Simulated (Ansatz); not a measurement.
# B6C: the cost of one run

Method: DFT PBE, scalar-relativistic, plane waves, PAW, unless a step names another level, in Ansatz 0.2.0.

## 1. The starting structure

Symmetry: R-3m, No. 166, trigonal system. The conventional cell has a = 5.555 Å, b = 5.555 Å, c = 12.243 Å, α = 90.00°, β = 90.00°, γ = 120.00°. B (site symmetry m) is surrounded by 1 C at 1.54 Å. Around B (site symmetry m) lie 6 B at 1.71 to 1.87 Å. Around C (site symmetry 3m) lie 3 B at 1.54 Å.

Coordinates:

```
B C
1.0
     2.77756    1.60363    4.08106
    -2.77756    1.60363    4.08106
     0.00000   -3.20726    4.08106
B C
12 2
Direct
  0.80091 0.32080 0.80091
  0.80091 0.80091 0.32080
  0.32080 0.80091 0.80091
  0.19909 0.19909 0.67920
  0.67920 0.19909 0.19909
  0.19909 0.67920 0.19909
  0.00056 0.66436 0.00056
  0.66436 0.00056 0.00056
  0.00056 0.00056 0.66436
  0.99944 0.33564 0.99944
  0.99944 0.99944 0.33564
  0.33564 0.99944 0.99944
  0.63085 0.63085 0.63085
  0.36915 0.36915 0.36915
```

It came out lowest among 32 distinct ends of the trial cells. At a tolerance of 0.05 Å it has space group R-3m (No. 166).

## 2. Relaxing to 0.001 eV/Å, on the response runs' mesh and smearing

input.yaml reads:

```yaml
crystal:
  lattice:
    - [2.7775644349, 1.6036275742, 4.0810616385]
    - [-2.7775644349, 1.6036275742, 4.0810616385]
    - [0.0, -3.2072551484, 4.0810616385]
  atoms:
    - { symbol: B, position: [0.8009108576, 0.3207996719, 0.8009108576] }
    - { symbol: B, position: [0.8009108576, 0.8009108576, 0.3207996719] }
    - { symbol: B, position: [0.3207996719, 0.8009108576, 0.8009108576] }
    - { symbol: B, position: [0.1990891424, 0.1990891424, 0.6792003281] }
    - { symbol: B, position: [0.6792003281, 0.1990891424, 0.1990891424] }
    - { symbol: B, position: [0.1990891424, 0.6792003281, 0.1990891424] }
    - { symbol: B, position: [0.0005573193, 0.6643620516, 0.0005573193] }
    - { symbol: B, position: [0.6643620516, 0.0005573193, 0.0005573193] }
    - { symbol: B, position: [0.0005573193, 0.0005573193, 0.6643620516] }
    - { symbol: B, position: [0.9994426807, 0.3356379484, 0.9994426807] }
    - { symbol: B, position: [0.9994426807, 0.9994426807, 0.3356379484] }
    - { symbol: B, position: [0.3356379484, 0.9994426807, 0.9994426807] }
    - { symbol: C, position: [0.6308544334, 0.6308544334, 0.6308544334] }
    - { symbol: C, position: [0.3691455666, 0.3691455666, 0.3691455666] }
basis:
  ecutwfc: 420
kpoints:
  mp_grid: { grid: [6, 6, 6] }
hamiltonian:
  xc: pbe
scf:
  occupations: { method: gaussian, width: 0.1 }
output:
  forces: true
  stress: true
  eigenvalues: true
relax:
  adjacent_minimum: "off"
  f_tol: 0.001
  max_steps: 60
  cell: { stress_tol: 0.01 }
```

Started as:

```sh
$ ansatz run input.yaml --threads 3 --pin off --max-ram 7680MiB --backend cpu --events-out ev --progress --plain --runs-dir out
```

What time and memory should one allow on 3 threads of Arm Neoverse V1, shared host?

About 20 s, with a peak of 0.46 GiB.
